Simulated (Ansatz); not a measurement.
Born–Oppenheimer molecular dynamics of a periodic cell of 14 atoms, CeIn₅Rh (start crystal CeIn5Rh, start structure P4/mmm, volume 1.1 times the crystal's). It starts from an unrelaxed structure (largest force component 0.27 eV/Å).

The calculation used DFT LDA, scalar-relativistic, plane waves, PAW (Ansatz). Settings: accuracy low, cutoff 420 eV, k mesh 2x2x2, fermi-dirac smearing 0.3 eV, no spin polarisation.

```yaml
ensemble: NVT, Langevin thermostat
time_step: 2.25 fs
steps_asked: 250
set_temperature: 3500 K
friction: 0.02 /fs
seed: 657572
```

Frames 11.25 fs apart, positions in Å, forces in eV/Å.

Velocities at 382.5 fs (Å/ps):

```
Ce 4.77 -2.76 -5.01
In -0.32 0.30 4.78
In 1.65 -5.15 8.89
In -7.76 -0.58 -4.33
In -7.90 -2.93 2.73
In -10.63 -2.23 -1.39
Rh -9.51 1.20 3.99
Ce -0.69 -1.64 2.26
In -2.72 -1.49 -3.23
In 3.78 3.23 7.97
In -6.54 0.79 -7.19
In 1.21 -3.61 -0.59
In 0.62 6.33 -3.07
Rh 9.10 -0.23 1.43
```

```xyz
14
Lattice="-4.8471 -4.8471 0.0000 4.8471 -4.8471 0.0000 0.0000 0.0000 7.7795" Properties=species:S:1:pos:R:3:forces:R:3 time_fs=382.5 energy_less_start_eV=5.685 T=3050
Ce -0.248 -4.897 0.024 -1.98 3.21 0.61
In 1.867 -2.032 -0.025 1.19 -1.34 0.00
In 3.131 -6.348 5.499 -1.24 0.58 -0.07
In -0.145 -2.732 2.435 -0.39 0.02 -0.57
In 2.728 -4.525 2.768 1.65 -0.09 -1.08
In 0.942 -2.676 5.000 0.32 -0.01 0.74
Rh 0.671 -5.086 3.789 -2.33 0.54 0.37
Ce 0.018 0.239 -0.161 -1.94 -0.17 -0.43
In -3.406 -2.057 0.206 3.90 -1.79 0.61
In -2.276 -4.205 5.498 -0.41 -1.02 -0.46
In -0.103 -7.437 2.536 0.16 0.71 0.48
In -3.009 -5.052 2.359 0.50 0.24 0.84
In 0.026 -6.853 5.455 -0.73 -1.54 -0.18
Rh 0.029 0.061 4.608 1.30 0.65 -0.86
14
Lattice="-4.8471 -4.8471 0.0000 4.8471 -4.8471 0.0000 0.0000 0.0000 7.7795" Properties=species:S:1:pos:R:3:forces:R:3 time_fs=393.75 energy_less_start_eV=6.396 T=2970
Ce -0.174 -4.913 -0.014 -2.52 4.25 0.89
In 1.855 -2.056 0.053 1.14 -1.29 -0.22
In 3.152 -6.385 5.607 -0.61 1.54 -0.46
In -0.206 -2.745 2.436 -0.54 0.09 -0.89
In 2.615 -4.530 2.795 2.30 -0.04 -1.14
In 0.849 -2.695 4.953 0.69 0.32 1.23
Rh 0.573 -5.051 3.821 -2.65 0.42 0.07
Ce 0.000 0.228 -0.154 -1.76 -0.33 -0.36
In -3.460 -2.083 0.148 4.53 -2.53 1.08
In -2.245 -4.157 5.579 -0.57 -1.48 -0.62
In -0.175 -7.426 2.476 0.14 0.60 0.78
In -2.975 -5.092 2.391 0.40 0.38 0.84
In 0.055 -6.817 5.468 -0.89 -2.09 -0.58
Rh 0.137 0.077 4.619 0.35 0.17 -0.62
14
Lattice="-4.8471 -4.8471 0.0000 4.8471 -4.8471 0.0000 0.0000 0.0000 7.7795" Properties=species:S:1:pos:R:3:forces:R:3 time_fs=405 energy_less_start_eV=6.558 T=3178
Ce -0.111 -4.843 -0.048 -1.80 3.62 1.29
In 1.873 -2.100 0.103 1.03 -0.98 -0.32
In 3.204 -6.383 5.747 -0.30 1.62 -0.83
In -0.207 -2.737 2.463 -0.89 0.18 -1.64
In 2.552 -4.551 2.819 2.11 -0.18 -0.93
In 0.785 -2.697 4.879 1.09 0.62 2.04
Rh 0.454 -5.027 3.825 -2.36 0.39 -0.39
Ce -0.015 0.233 -0.159 -1.40 -0.51 0.00
In -3.455 -2.134 0.083 3.89 -1.88 1.66
In -2.209 -4.160 5.670 -0.66 -1.46 -0.91
In -0.218 -7.397 2.460 0.19 0.49 0.75
In -2.970 -5.141 2.440 0.47 0.47 0.66
In 0.075 -6.775 5.499 -0.95 -2.31 -0.99
Rh 0.267 0.107 4.620 -0.43 -0.09 -0.38
14
Lattice="-4.8471 -4.8471 0.0000 4.8471 -4.8471 0.0000 0.0000 0.0000 7.7795" Properties=species:S:1:pos:R:3:forces:R:3 time_fs=416.25 energy_less_start_eV=6.810 T=2360
Ce -0.090 -4.740 -0.127 -0.63 2.50 1.89
In 1.890 -2.116 0.112 0.98 -0.76 -0.38
In 3.249 -6.430 5.873 0.07 1.76 -1.17
In -0.197 -2.755 2.497 -1.18 0.51 -2.25
In 2.501 -4.579 2.860 2.58 -0.21 -1.03
In 0.776 -2.717 4.870 1.33 1.18 2.56
Rh 0.381 -4.963 3.807 -2.82 -0.54 -0.16
Ce -0.041 0.239 -0.152 -1.05 -0.32 0.18
In -3.408 -2.159 0.074 2.78 -0.99 2.07
In -2.165 -4.174 5.735 -1.33 -1.62 -1.49
In -0.288 -7.364 2.436 0.28 0.44 0.74
In -2.970 -5.211 2.461 0.48 0.60 0.64
In 0.089 -6.726 5.528 -0.82 -2.30 -1.45
Rh 0.325 0.148 4.618 -0.66 -0.25 -0.15
14
Lattice="-4.8471 -4.8471 0.0000 4.8471 -4.8471 0.0000 0.0000 0.0000 7.7795" Properties=species:S:1:pos:R:3:forces:R:3 time_fs=427.5 energy_less_start_eV=6.352 T=2728
Ce -0.058 -4.603 -0.178 0.12 0.94 1.88
In 1.904 -2.120 0.099 1.07 -0.47 -0.32
In 3.290 -6.476 5.915 0.13 2.25 -1.19
In -0.198 -2.757 2.488 -0.98 0.74 -1.62
In 2.435 -4.569 2.862 2.32 -0.28 -0.89
In 0.760 -2.701 4.972 1.42 0.96 1.51
Rh 0.291 -4.918 3.829 -2.58 -0.41 -0.19
Ce -0.073 0.247 -0.107 -0.97 -0.23 0.22
In -3.325 -2.203 0.081 1.69 -0.09 2.17
In -2.182 -4.162 5.767 -1.67 -2.04 -1.76
In -0.315 -7.323 2.454 0.34 0.35 0.60
In -2.966 -5.278 2.486 0.50 0.69 0.67
In 0.150 -6.724 5.513 -0.69 -2.17 -0.98
Rh 0.330 0.145 4.617 -0.68 -0.23 -0.10
14
Lattice="-4.8471 -4.8471 0.0000 4.8471 -4.8471 0.0000 0.0000 0.0000 7.7795" Properties=species:S:1:pos:R:3:forces:R:3 time_fs=438.75 energy_less_start_eV=5.835 T=3135
Ce -0.046 -4.479 -0.184 -0.13 -0.45 1.37
In 1.859 -2.135 0.083 1.44 0.00 0.07
In 3.322 -6.474 5.953 -0.32 2.13 -1.27
In -0.215 -2.812 2.433 -0.66 0.97 -0.47
In 2.402 -4.548 2.891 1.59 -0.34 -0.46
In 0.739 -2.671 5.139 1.53 0.24 -0.32
Rh 0.187 -4.924 3.865 -1.86 0.68 -0.56
Ce -0.104 0.259 -0.075 -0.80 0.08 0.44
In -3.254 -2.202 0.092 0.97 0.15 2.24
In -2.260 -4.174 5.768 -1.30 -1.91 -1.60
In -0.286 -7.299 2.501 0.28 0.22 0.40
In -2.975 -5.309 2.570 0.54 0.57 0.43
In 0.220 -6.723 5.492 -0.60 -2.25 -0.19
Rh 0.269 0.112 4.615 -0.67 -0.09 -0.09
14
Lattice="-4.8471 -4.8471 0.0000 4.8471 -4.8471 0.0000 0.0000 0.0000 7.7795" Properties=species:S:1:pos:R:3:forces:R:3 time_fs=450 energy_less_start_eV=5.882 T=3213
Ce -0.048 -4.378 -0.166 -0.53 -1.94 0.79
In 1.824 -2.123 0.030 1.97 0.46 0.87
In 3.348 -6.446 5.969 -1.13 1.67 -1.54
In -0.241 -2.919 2.374 -0.52 1.63 0.38
In 2.386 -4.555 2.885 1.10 -0.36 -0.15
In 0.739 -2.646 5.331 1.73 -0.24 -2.21
Rh 0.104 -4.941 3.873 -1.42 1.29 -0.55
Ce -0.146 0.252 -0.073 -0.41 0.69 0.82
In -3.169 -2.202 0.123 0.38 0.13 2.08
In -2.317 -4.210 5.744 -0.69 -1.48 -1.25
In -0.257 -7.275 2.533 0.21 -0.04 0.12
In -2.908 -5.336 2.641 0.36 0.43 0.30
In 0.296 -6.747 5.444 -0.41 -2.20 0.61
Rh 0.235 0.095 4.628 -0.66 -0.04 -0.26
14
Lattice="-4.8471 -4.8471 0.0000 4.8471 -4.8471 0.0000 0.0000 0.0000 7.7795" Properties=species:S:1:pos:R:3:forces:R:3 time_fs=461.25 energy_less_start_eV=6.288 T=2979
Ce -0.001 -4.285 -0.179 -1.06 -3.37 0.26
In 1.817 -2.099 -0.029 2.69 1.23 2.06
In 3.360 -6.418 5.972 -1.50 1.10 -1.91
In -0.228 -2.959 2.277 -0.60 2.13 1.19
In 2.335 -4.533 2.870 0.88 -0.40 0.04
In 0.787 -2.598 5.455 1.41 -0.23 -3.98
Rh -0.013 -4.907 3.874 -1.07 0.84 -0.08
Ce -0.219 0.284 -0.095 0.07 1.03 1.11
In -3.093 -2.194 0.162 0.08 0.04 1.87
In -2.331 -4.238 5.721 -0.33 -1.20 -0.95
In -0.217 -7.246 2.502 0.09 -0.07 0.17
In -2.851 -5.332 2.718 0.29 0.34 0.17
In 0.334 -6.786 5.421 -0.37 -1.50 0.39
Rh 0.202 0.097 4.647 -0.56 0.07 -0.33
14
Lattice="-4.8471 -4.8471 0.0000 4.8471 -4.8471 0.0000 0.0000 0.0000 7.7795" Properties=species:S:1:pos:R:3:forces:R:3 time_fs=472.5 energy_less_start_eV=6.166 T=3290
Ce 0.044 -4.248 -0.228 -1.14 -3.95 0.12
In 1.872 -2.013 -0.011 2.60 1.18 2.32
In 3.297 -6.404 5.931 -1.15 0.67 -2.07
In -0.239 -2.942 2.154 -0.67 1.96 2.16
In 2.267 -4.501 2.812 0.69 -0.42 0.15
In 0.830 -2.562 5.527 0.94 0.31 -4.62
Rh -0.119 -4.926 3.896 -0.75 1.24 -0.42
Ce -0.293 0.289 -0.109 0.40 1.18 1.14
In -3.018 -2.172 0.249 0.01 -0.13 1.49
In -2.357 -4.271 5.670 -0.01 -0.93 -0.55
In -0.172 -7.208 2.458 -0.12 -0.15 0.27
In -2.808 -5.271 2.759 0.27 0.20 0.01
In 0.366 -6.827 5.413 -0.41 -1.27 0.33
Rh 0.181 0.072 4.630 -0.66 0.11 -0.31
14
Lattice="-4.8471 -4.8471 0.0000 4.8471 -4.8471 0.0000 0.0000 0.0000 7.7795" Properties=species:S:1:pos:R:3:forces:R:3 time_fs=483.75 energy_less_start_eV=6.005 T=3779
Ce 0.065 -4.242 -0.305 -0.79 -3.89 0.53
In 1.951 -1.888 0.039 1.94 0.72 1.85
In 3.234 -6.416 5.877 -0.58 0.60 -2.02
In -0.277 -2.906 2.039 -0.67 1.71 2.56
In 2.193 -4.481 2.747 0.50 -0.43 0.24
In 0.873 -2.536 5.558 0.89 0.96 -4.41
Rh -0.214 -4.972 3.934 -0.35 1.52 -0.81
Ce -0.383 0.289 -0.112 0.64 1.17 1.03
In -2.966 -2.121 0.322 0.04 -0.23 1.17
In -2.344 -4.287 5.655 -0.29 -0.86 -0.30
In -0.138 -7.213 2.409 -0.35 -0.06 0.52
In -2.802 -5.173 2.866 0.45 -0.11 -0.60
In 0.412 -6.862 5.419 -0.58 -1.26 0.18
Rh 0.171 0.057 4.604 -0.87 0.18 0.06
14
Lattice="-4.8471 -4.8471 0.0000 4.8471 -4.8471 0.0000 0.0000 0.0000 7.7795" Properties=species:S:1:pos:R:3:forces:R:3 time_fs=495 energy_less_start_eV=6.175 T=4389
Ce 0.095 -4.288 -0.390 -0.54 -3.48 0.97
In 2.014 -1.794 0.107 1.45 0.41 1.40
In 3.196 -6.374 5.832 -0.29 0.28 -2.01
In -0.258 -2.890 1.959 -0.70 1.50 2.39
In 2.133 -4.481 2.705 0.53 -0.44 0.33
In 0.930 -2.506 5.578 0.81 1.41 -3.94
Rh -0.265 -5.064 3.932 0.01 1.63 -0.77
Ce -0.451 0.293 -0.138 0.98 1.34 1.16
In -2.900 -2.030 0.379 0.18 -0.41 0.90
In -2.312 -4.240 5.652 -0.62 -0.96 -0.10
In -0.095 -7.212 2.325 -0.60 -0.07 0.74
In -2.790 -5.074 2.997 0.49 -0.42 -1.36
In 0.481 -6.914 5.429 -0.95 -1.17 -0.07
Rh 0.129 0.034 4.608 -0.76 0.38 0.34
14
Lattice="-4.8471 -4.8471 0.0000 4.8471 -4.8471 0.0000 0.0000 0.0000 7.7795" Properties=species:S:1:pos:R:3:forces:R:3 time_fs=506.25 energy_less_start_eV=6.096 T=3284
Ce 0.139 -4.366 -0.447 -0.07 -2.32 1.06
In 2.065 -1.725 0.154 1.05 0.19 0.93
In 3.143 -6.298 5.716 -0.13 0.10 -1.54
In -0.256 -2.802 1.889 -0.56 1.12 1.93
In 2.120 -4.500 2.659 0.34 -0.29 0.44
In 1.008 -2.466 5.527 0.42 1.14 -2.81
Rh -0.297 -5.139 3.921 0.21 1.70 -0.62
Ce -0.488 0.325 -0.183 1.07 1.20 1.12
In -2.869 -1.936 0.404 0.63 -0.62 0.46
In -2.260 -4.168 5.715 -0.91 -1.12 -0.19
In -0.081 -7.165 2.220 -0.84 -0.12 0.92
In -2.828 -5.014 3.127 0.93 -0.56 -2.00
In 0.532 -6.963 5.425 -1.43 -1.10 -0.33
Rh 0.084 0.025 4.624 -0.72 0.70 0.62
```

Of the whole run (562 fs, mean temperature of the second half 3475 K): A run of 0.56 ps of so small a system gives no equilibrium averages. Limits of this set-up: coarse k mesh, magnetic elements without spin, low accuracy level.

The run took 14 min on 2 threads of AMD EPYC 9R45 96-Core Processor (Zen 5), with other jobs on the host, peak memory 1.2 GiB.
